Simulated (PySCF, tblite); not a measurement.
**CH10NPSi3 (triplet), a small gas-phase stand-in for a defect centre: EPR parameters**

Wanted: the EPR parameters for `[SiH3]P[C]N([SiH3])[SiH3]`. It is drawn as: twofold C.

Programs: tblite 0.8.0 and PySCF 2.14.0. All values are calculated, for the isolated system unless a continuum is named. Atoms count from 0, parts from 1.

## (1) The system as given

16 atoms, charge 0, multiplicity 3; geometry: distance geometry start.

## (2) Geometry optimisation with GFN2-xTB

Job settings and geometry (Å):

```
{"job": {"kind": "relax", "xc": "GFN2-xTB", "basis": "xTB"}, "charge": 0, "multiplicity": 3}
C      0.399707     0.524983     0.053328
N     -1.000763     0.082578    -0.018480
Si    -1.699816    -0.841889     1.228558
Si    -2.198766     1.093719    -0.667168
P      2.149898     1.092322     0.172184
Si     3.180779    -0.782534    -0.343871
H     -0.706021    -1.840703     1.686475
H     -2.063267     0.012658     2.364183
H     -2.895641    -1.587250     0.749700
H     -3.368305     0.278270    -1.107214
H     -2.621938     2.113212     0.332574
H     -1.658028     1.773610    -1.856511
H      2.229159     1.700028    -1.127876
H      4.610351    -0.493851    -0.573576
H      3.025111    -1.756446     0.737102
H      2.627622    -1.351498    -1.619044
```

Method: GFN2-xTB geometry optimisation, gas phase.

On the command line:

```
$ OMP_NUM_THREADS=1 python cluster_run.py task.json out
```

The driver reads the jobs from task.json and runs them one after another.

The program printed:

```text
step      E/eV     max force
  0    -482.59175    4.970
  1    -483.14376    3.062
  2    -483.41816    1.236
  3    -483.47375    1.009
  4    -483.54910    1.355
  5    -483.68669    1.402
  6    -483.75945    1.180
  7    -483.87210    0.860
  8    -483.89948    0.755
  9    -483.91994    0.435
 10    -483.94927    0.332
 11    -483.96065    0.374
 12    -483.97835    0.326
 13    -483.98854    0.202
 14    -484.00132    0.278
 15    -484.00803    0.251
 16    -484.01179    0.143
 17    -484.01483    0.153
 18    -484.02013    0.227
 19    -484.02812    0.366
 20    -484.03644    0.348
 21    -484.04144    0.159
 22    -484.04378    0.116
 23    -484.04573    0.159
 24    -484.04839    0.210
 25    -484.05078    0.158
 26    -484.05251    0.098
 27    -484.05372    0.091
 28    -484.05483    0.130
 29    -484.05577    0.118
 30    -484.05643    0.060
 31    -484.05698    0.073
 32    -484.05759    0.077
 33    -484.05819    0.072
 34    -484.05863    0.048
 35    -484.05891    0.040
 36    -484.05916    0.049
 37    -484.05945    0.061
 38    -484.05980    0.062
 39    -484.06024    0.059
 40    -484.06078    0.065
 41    -484.06135    0.068
 42    -484.06182    0.051
 43    -484.06221    0.051
 44    -484.06268    0.071
 45    -484.06344    0.121
 46    -484.06452    0.141
 47    -484.06553    0.095
 48    -484.06613    0.045
 49    -484.06658    0.074
 50    -484.06725    0.130
 51    -484.06837    0.169
 52    -484.06979    0.147
 53    -484.07087    0.076
 54    -484.07147    0.054
 55    -484.07193    0.081
 56    -484.07261    0.106
 57    -484.07369    0.109
 58    -484.07490    0.088
 59    -484.07568    0.055
 60    -484.07616    0.053
 61    -484.07659    0.069
 62    -484.07710    0.070
 63    -484.07849    0.068
 64    -484.07953    0.066
 65    -484.08068    0.062
 66    -484.08166    0.065
 67    -484.08277    0.079
 68    -484.08409    0.093
 69    -484.08601    0.092
 70    -484.08892    0.130
 71    -484.08683    0.166
 72    -484.09152    0.098
 73    -484.09319    0.093
 74    -484.09869    0.128
 75    -484.10102    0.101
 76    -484.10285    0.111
 77    -484.10549    0.104
 78    -484.10736    0.079
 79    -484.10863    0.075
 80    -484.10986    0.088
 81    -484.11135    0.087
 82    -484.11340    0.119
 83    -484.11606    0.129
 84    -484.11908    0.103
 85    -484.11947    0.175
 86    -484.12243    0.140
 87    -484.12362    0.122
 88    -484.12562    0.108
 89    -484.12676    0.092
 90    -484.12802    0.085
 91    -484.12924    0.077
 92    -484.13040    0.081
 93    -484.13197    0.130
 94    -484.13382    0.137
 95    -484.13519    0.103
 96    -484.13496    0.127
 97    -484.13643    0.059
 98    -484.13683    0.043
 99    -484.13792    0.052
100    -484.13841    0.057
101    -484.13926    0.057
102    -484.13977    0.052
103    -484.14038    0.054
104    -484.14073    0.046
105    -484.14107    0.041
106    -484.14138    0.047
107    -484.14166    0.053
108    -484.14195    0.051
109    -484.14224    0.043
110    -484.14254    0.054
111    -484.14279    0.036
112    -484.14297    0.030
113    -484.14309    0.024
114    -484.14325    0.029
115    -484.14339    0.026
116    -484.14353    0.029
117    -484.14368    0.035
118    -484.14391    0.052
119    -484.14424    0.063
120    -484.14463    0.055
121    -484.14497    0.038
122    -484.14523    0.042
123    -484.14553    0.056
124    -484.14596    0.066
125    -484.14653    0.059
126    -484.14727    0.062
127    -484.14825    0.076
128    -484.14964    0.123
129    -484.15140    0.154
130    -484.15320    0.126
131    -484.15462    0.098
132    -484.15596    0.120
133    -484.15752    0.113
134    -484.16087    0.141
135    -484.16430    0.145
136    -484.16804    0.174
137    -484.17063    0.178
138    -484.17125    0.288
139    -484.17756    0.160
140    -484.17984    0.103
141    -484.18267    0.142
142    -484.18434    0.151
143    -484.18626    0.171
144    -484.18874    0.112
145    -484.19075    0.114
146    -484.19130    0.145
147    -484.19304    0.103
148    -484.19410    0.066
149    -484.19532    0.062
150    -484.19620    0.073
151    -484.19692    0.062
152    -484.19762    0.058
153    -484.19829    0.055
154    -484.19891    0.059
155    -484.19949    0.049
156    -484.20008    0.050
157    -484.20075    0.062
158    -484.20147    0.075
159    -484.20222    0.064
160    -484.20289    0.067
161    -484.20354    0.053
162    -484.20418    0.081
163    -484.20501    0.087
164    -484.20598    0.076
165    -484.20715    0.089
166    -484.20830    0.077
167    -484.20939    0.093
168    -484.21042    0.112
169    -484.21182    0.104
170    -484.21334    0.052
171    -484.21442    0.073
172    -484.21547    0.093
173    -484.21682    0.093
174    -484.21870    0.069
175    -484.21960    0.065
176    -484.22022    0.079
177    -484.22070    0.070
178    -484.22122    0.068
179    -484.22181    0.060
180    -484.22220    0.069
181    -484.22280    0.073
182    -484.22363    0.059
183    -484.22426    0.049
184    -484.22468    0.041
185    -484.22506    0.044
186    -484.22543    0.052
187    -484.22583    0.050
188    -484.22619    0.041
189    -484.22643    0.035
190    -484.22661    0.038
191    -484.22682    0.044
192    -484.22712    0.048
193    -484.22756    0.054
194    -484.22798    0.065
195    -484.22841    0.047
196    -484.22878    0.041
197    -484.22916    0.045
198    -484.22964    0.051
199    -484.23029    0.060
200    -484.23105    0.066
201    -484.23105    0.066
202    -484.23744    0.078
203    -484.23874    0.082
204    -484.23856    0.096
205    -484.23998    0.039
206    -484.23994    0.050
207    -484.24045    0.029
208    -484.24055    0.031
209    -484.24066    0.025
210    -484.24072    0.020
211    -484.24076    0.010
212    -484.24077    0.005
```

Run time: 7.5 s. Hardware: 1 thread of Arm Neoverse V2, shared host.

The steps of the relaxation:

| step | energy from step 0 (eV) | largest force (eV/Å) |
| --- | --- | --- |
| 0 | 0.0000 | 4.9700 |
| 8 | -1.3077 | 0.7546 |
| 16 | -1.4200 | 0.1426 |
| 24 | -1.4566 | 0.2108 |
| 32 | -1.4658 | 0.0770 |
| 40 | -1.4690 | 0.0652 |
| 48 | -1.4744 | 0.0457 |
| 56 | -1.4809 | 0.1054 |
| 64 | -1.4878 | 0.0664 |
| 72 | -1.4998 | 0.0975 |
| 80 | -1.5181 | 0.0878 |
| 88 | -1.5339 | 0.1082 |
| 96 | -1.5432 | 0.1273 |
| 104 | -1.5490 | 0.0454 |
| 112 | -1.5512 | 0.0300 |
| 120 | -1.5529 | 0.0551 |
| 128 | -1.5579 | 0.1227 |
| 136 | -1.5763 | 0.1736 |
| 144 | -1.5970 | 0.1122 |
| 152 | -1.6059 | 0.0581 |
| 160 | -1.6111 | 0.0662 |
| 168 | -1.6187 | 0.1120 |
| 176 | -1.6285 | 0.0793 |
| 184 | -1.6329 | 0.0414 |
| 192 | -1.6354 | 0.0479 |
| 200 | -1.6393 | 0.0661 |
| 208 | -1.6488 | 0.0315 |
| 212 | -1.6490 | 0.0052 |

Close pairs (by a distance rule), those that changed most:

| bond | before (Å) | after (Å) | change (Å) |
| --- | --- | --- | --- |
| C0–P4 | 1.844 | 1.706 | -0.137 |
| C0–N1 | 1.470 | 1.336 | -0.135 |
| P4–Si5 | 2.201 | 2.266 | +0.065 |
| N1–Si3 | 1.697 | 1.760 | +0.063 |
| N1–Si2 | 1.702 | 1.760 | +0.058 |
| Si5–H15 | 1.502 | 1.466 | -0.036 |
| Si3–H9 | 1.492 | 1.457 | -0.035 |
| P4–H12 | 1.437 | 1.404 | -0.034 |

## (3) Relaxing the molecule at PBE0-D3(BJ)/def2-SVP

Job settings and geometry (Å):

```
{"job": {"xc": "PBE0", "basis": "def2-SVP", "d3": "d3bj", "grid": 2, "kind": "geom", "shake": 0.01}, "charge": 0, "multiplicity": 3}
C      0.093039    -0.093037    -0.828332
N     -1.131389    -0.025290    -0.246583
Si    -1.527225    -1.577173     0.480275
Si    -2.028719     1.471358    -0.285177
P      1.424699     0.963193    -0.855836
Si     2.969229    -0.071892     0.436504
H     -1.444988    -2.586711    -0.569402
H     -0.485941    -1.826327     1.515194
H     -2.854105    -1.422551     1.053209
H     -3.313085     1.111323     0.390777
H     -1.296592     2.469718     0.459098
H     -2.238111     1.841817    -1.676596
H      1.960643     0.571727    -2.074954
H      4.272647     0.511849     0.191020
H      2.563475     0.158752     1.825011
H      3.024972    -1.508072     0.207937
```

The program printed:

```text
step   0  E = -1307.54651529  max force = 0.024650
step   1  E = -1307.55609799  max force = 0.004637
step   2  E = -1307.55649446  max force = 0.002653
step   3  E = -1307.55671372  max force = 0.001578
step   4  E = -1307.55692889  max force = 0.002145
step   5  E = -1307.55702354  max force = 0.001854
step   6  E = -1307.55708354  max force = 0.000909
step   7  E = -1307.55710544  max force = 0.000506
step   8  E = -1307.55711707  max force = 0.000439
optimisation converged
```

It took 3.7 min on 1 thread of Arm Neoverse V2, shared host; peak memory 0.85 GiB.

Along the way:

| step | energy from step 0 (eV) | largest force component (eV/Å) |
| --- | --- | --- |
| 0 | 0.0000 | 1.2676 |
| 1 | -0.2608 | 0.2384 |
| 2 | -0.2715 | 0.1364 |
| 3 | -0.2775 | 0.0811 |
| 4 | -0.2834 | 0.1103 |
| 5 | -0.2859 | 0.0953 |
| 6 | -0.2876 | 0.0467 |
| 7 | -0.2882 | 0.0260 |
| 8 | -0.2885 | 0.0226 |

Close pairs (by a distance rule), those that changed most:

| bond | before (Å) | after (Å) | change (Å) |
| --- | --- | --- | --- |
| C0–P4 | 1.700 | 1.782 | +0.082 |
| Si3–H10 | 1.445 | 1.492 | +0.048 |
| Si5–H13 | 1.449 | 1.497 | +0.048 |
| Si5–H15 | 1.455 | 1.494 | +0.039 |
| P4–H12 | 1.388 | 1.426 | +0.038 |
| Si2–H8 | 1.454 | 1.492 | +0.038 |
| Si3–H11 | 1.455 | 1.491 | +0.036 |
| Si2–H6 | 1.459 | 1.491 | +0.032 |

The next job starts from the end point, and lists it.

| at the end point | value |
| --- | --- |
| point group (found at 0.08 Å tolerance) | C1 |
| rotational constants (GHz, main isotopes) | 2.030, 0.862, 0.653 |
| dipole moment (D) | 0.79 |
| ⟨S²⟩ | 2.010 |

## (4) g tensor and hyperfine couplings: B3LYP/IGLO-III+pcH-1

Job settings and geometry (Å):

```
{"job": {"kind": "epr"}, "charge": 0, "multiplicity": 3}
C      0.053397     0.085319    -1.014892
N     -1.094308     0.050472    -0.275862
Si    -1.363223    -1.467383     0.600334
Si    -2.172246     1.461196    -0.332867
P      1.492667     1.127577    -0.877554
Si     2.815324    -0.186724     0.435909
H     -1.405929    -2.610686    -0.356036
H     -0.251466    -1.686590     1.572144
H     -2.665663    -1.350723     1.318014
H     -3.411798     1.109459     0.416651
H     -1.505097     2.635669     0.301830
H     -2.486244     1.791519    -1.752507
H      2.110757     0.772951    -2.113245
H      4.206592     0.364173     0.463674
H      2.243343    -0.135615     1.814211
H      2.846331    -1.603731    -0.035951
```

With the program's defaults for keys left out, this is: UKS B3LYP, IGLO-III on C N P Si, pcH-1 on H, non-relativistic, mean-field spin-orbit, GIAO.

The program printed:

```text
UKS, coarse grid
  cycle   1  E = -1308.74206668  |g| = 2.91e-01
  cycle   2  E = -1308.72420161  |g| = 3.32e-01
  cycle   3  E = -1308.76589112  |g| = 1.21e-01
  cycle   4  E = -1308.77326415  |g| = 2.10e-02
  cycle   5  E = -1308.77356639  |g| = 8.34e-03
  cycle   6  E = -1308.77362545  |g| = 3.97e-03
  cycle   7  E = -1308.77363580  |g| = 1.96e-03
  cycle   8  E = -1308.77363789  |g| = 7.67e-04
UKS, final grid
  cycle   1  E = -1308.77363959  |g| = 1.19e-03
  cycle   2  E = -1308.77363801  |g| = 2.12e-03
  cycle   3  E = -1308.77364040  |g| = 1.45e-04
  cycle   4  E = -1308.77364042  |g| = 3.77e-05
  cycle   5  E = -1308.77364042  |g| = 1.66e-05
E = -1308.77364042 Eh   <S^2> = 2.0102 (exact 2.0000)
g shifts (ppm)      1          2          3
  rmc          -165       -165       -165
  gc             19        -18          5
  oz_so       -1114         39        815
  total       -1260       -143        655
hyperfine (MHz)  atom isotope    a_iso     a_fc   dipolar eigenvalues
    0   13C     209.35     209.49    -61.17     16.35     44.82
    1   14N       5.69       5.72     -4.71     -2.50      7.21
    2  29Si     -37.27     -37.31     -3.95      1.37      2.58
    3  29Si     -36.59     -36.65     -6.61      2.68      3.93
    4   31P      28.42      29.01    -43.58    -33.59     77.17
    5  29Si     -75.80     -75.90    -11.71      5.39      6.32
    6    1H       2.30       2.30     -2.43     -1.80      4.23
    7    1H       4.45       4.45     -2.33     -1.58      3.92
    8    1H       9.14       9.14     -1.53     -1.43      2.96
    9    1H       7.03       7.03     -1.57     -1.37      2.94
   10    1H       6.59       6.59     -1.93     -1.35      3.28
   11    1H       1.18       1.18     -2.36     -1.69      4.05
   12    1H      24.77      24.77     -3.84     -2.20      6.04
   13    1H      19.40      19.40     -1.55     -0.63      2.18
   14    1H      -2.75      -2.75     -1.83     -0.96      2.79
   15    1H      -0.16      -0.16     -2.19     -1.03      3.21
zero-field splitting (cm-1)  D = 0.4065  E = 0.0289  (spin-spin 0.3879, spin-orbit 0.0431)
```

It took 3.6 min on 1 thread of Arm Neoverse V2, shared host; peak memory 1.3 GiB.

Principal g values 2.00106, 2.00218, 2.00297; g(iso) = 2.00207, against 2.00232 for a free electron.

Hyperfine couplings, nucleus by nucleus at this fixed geometry (no averaging over rotations):

| nuclei | isotope | a(iso) (MHz) | a(iso) (G, at g = 2.0023) | largest dipolar term (MHz) |
| --- | --- | --- | --- | --- |
| C0 | 13C | 209.4 | 74.7 | -61.2 |
| Si5 | 29Si | -75.8 | -27.0 | -11.7 |
| Si2 | 29Si | -37.3 | -13.3 | -3.9 |
| Si3 | 29Si | -36.6 | -13.1 | -6.6 |
| P4 | 31P | 28.4 | 10.1 | 77.2 |
| H12 | 1H | 24.8 | 8.8 | 6.0 |
| H13 | 1H | 19.4 | 6.9 | 2.2 |
| H8 | 1H | 9.1 | 3.3 | 3.0 |
| H9 | 1H | 7.0 | 2.5 | 2.9 |
| H10 | 1H | 6.6 | 2.4 | 3.3 |
| N1 | 14N | 5.7 | 2.0 | 7.2 |
| H7 | 1H | 4.5 | 1.6 | 3.9 |
| H14 | 1H | -2.7 | -1.0 | 2.8 |
| H6 | 1H | 2.3 | 0.8 | 4.2 |

Zero-field splitting: D = 0.406 cm⁻¹ (spin-spin 0.388, spin-orbit 0.043), E = 0.029 cm⁻¹.

Mulliken spin populations:

C0 1.50; N1 0.09; Si2 0.04; Si3 0.05; P4 0.15; Si5 0.10; H6 0.00; H7 0.01; H8 0.01; H9 0.01; H10 0.01; H11 0.00; H12 0.01; H13 0.02; H14 0.00; H15 0.00

## (5) g tensor and hyperfine couplings: BHandHLYP/IGLO-III+pcH-1

Same as in step 4 but for these lines:

```diff
@@ -1,2 +1,2 @@
-{"job": {"kind": "epr"}, "charge": 0, "multiplicity": 3}
+{"job": {"kind": "epr", "xc": "BHandHLYP"}, "charge": 0, "multiplicity": 3}
 C      0.053397     0.085319    -1.014892
```

Level: UKS BHandHLYP, IGLO-III on C N P Si, pcH-1 on H, non-relativistic, mean-field spin-orbit, GIAO.

The program printed:

```text
UKS, coarse grid
  cycle   1  E = -1308.57311633  |g| = 2.49e-01
  cycle   2  E = -1308.60741744  |g| = 1.32e-01
  cycle   3  E = -1308.61400958  |g| = 7.00e-02
  cycle   4  E = -1308.61676474  |g| = 2.22e-02
  cycle   5  E = -1308.61736295  |g| = 7.41e-03
  cycle   6  E = -1308.61748116  |g| = 3.02e-03
  cycle   7  E = -1308.61750030  |g| = 1.31e-03
  cycle   8  E = -1308.61750240  |g| = 5.53e-04
UKS, final grid
  cycle   1  E = -1308.61750475  |g| = 5.32e-04
  cycle   2  E = -1308.61750482  |g| = 5.49e-04
  cycle   3  E = -1308.61750500  |g| = 1.06e-04
  cycle   4  E = -1308.61750503  |g| = 3.31e-05
  cycle   5  E = -1308.61750503  |g| = 8.85e-06
E = -1308.61750503 Eh   <S^2> = 2.0170 (exact 2.0000)
g shifts (ppm)      1          2          3
  rmc          -166       -166       -166
  gc             20        -19          8
  oz_so       -1038         18        704
  total       -1183       -167        546
hyperfine (MHz)  atom isotope    a_iso     a_fc   dipolar eigenvalues
    0   13C     239.58     239.71    -64.89     18.13     46.77
    1   14N       6.28       6.30     -4.65     -2.32      6.97
    2  29Si     -34.18     -34.21     -3.87      1.37      2.50
    3  29Si     -33.74     -33.79     -6.32      2.61      3.72
    4   31P       5.34       5.80    -45.37    -32.14     77.50
    5  29Si     -71.58     -71.68    -11.30      5.09      6.21
    6    1H       1.26       1.26     -2.48     -1.91      4.38
    7    1H       3.37       3.37     -2.36     -1.70      4.06
    8    1H       8.21       8.21     -1.50     -1.42      2.92
    9    1H       6.47       6.47     -1.53     -1.36      2.89
   10    1H       5.20       5.20     -1.91     -1.46      3.37
   11    1H       0.33       0.33     -2.39     -1.80      4.19
   12    1H      24.65      24.65     -3.94     -2.43      6.37
   13    1H      17.75      17.75     -1.45     -0.63      2.08
   14    1H      -2.83      -2.83     -1.81     -1.02      2.84
   15    1H      -0.51      -0.51     -2.18     -1.14      3.32
zero-field splitting (cm-1)  D = 0.4618  E = 0.0348  (spin-spin 0.4470, spin-orbit 0.0317)
```

Run time: 4.1 min. Hardware: 1 thread of Arm Neoverse V2, shared host; peak memory 1.4 GiB.

In short: g(iso) 2.00205.

## (6) Side by side: EPR parameters

g, ⟨S²⟩ and isotropic hyperfine couplings (MHz), with basis size and wall time:

| run | g(iso) | ⟨S²⟩ | 13C C0 | 29Si Si5 | 29Si Si2 | 29Si Si3 | 31P P4 | functions | time |
| --- | --- | --- | --- | --- | --- | --- | --- | --- | --- |
| B3LYP/IGLO-III+pcH-1 | 2.00207 | 2.010 | 209.4 | -75.8 | -37.3 | -36.6 | 28.4 | 346 | 3.6 min |
| BHandHLYP/IGLO-III+pcH-1 | 2.00205 | 2.017 | 239.6 | -71.6 | -34.2 | -33.7 | 5.3 | 346 | 4.1 min |

## (7) Outcome

| quantity | value |
| --- | --- |
| point group | C1 |
| rotational constants (main isotopes) | 2.03, 0.86, 0.65 GHz |
| D, E (B3LYP) | 0.406, 0.029 cm⁻¹ |
| g(iso) (B3LYP) | 2.00207 |
| ⟨S²⟩ | 2.010 (exact 2.00) |
| largest a(iso) | 13C on C0, 209.4 MHz |

What this shows: The start of the PBE0/def2-SVP relaxation was shaken at random by about 0.01 Å, so part of the energy gained, and of the first lengths quoted, undoes that. The optimisation took 8 steps and gained 0.288 eV; among the close pairs (by a distance rule), C0–P4 changed most, from 1.700 to 1.782 Å (PBE0/def2-SVP). No frequency check was run at this level, so the end point may be a saddle. C0 carries the largest spin population, 1.50 e. The isotropic g lies 0.2 ppt below the free-electron value. The coupling of 13C on C0 runs from 209.4 (B3LYP/IGLO-III+pcH-1) to 239.6 MHz (BHandHLYP/IGLO-III+pcH-1). The triplet was assumed; the singlet may lie lower. A capped cluster stands for the solid here, so long-range fields and strain are missing, and bands or shifts of the capping hydrogens have no counterpart in it.
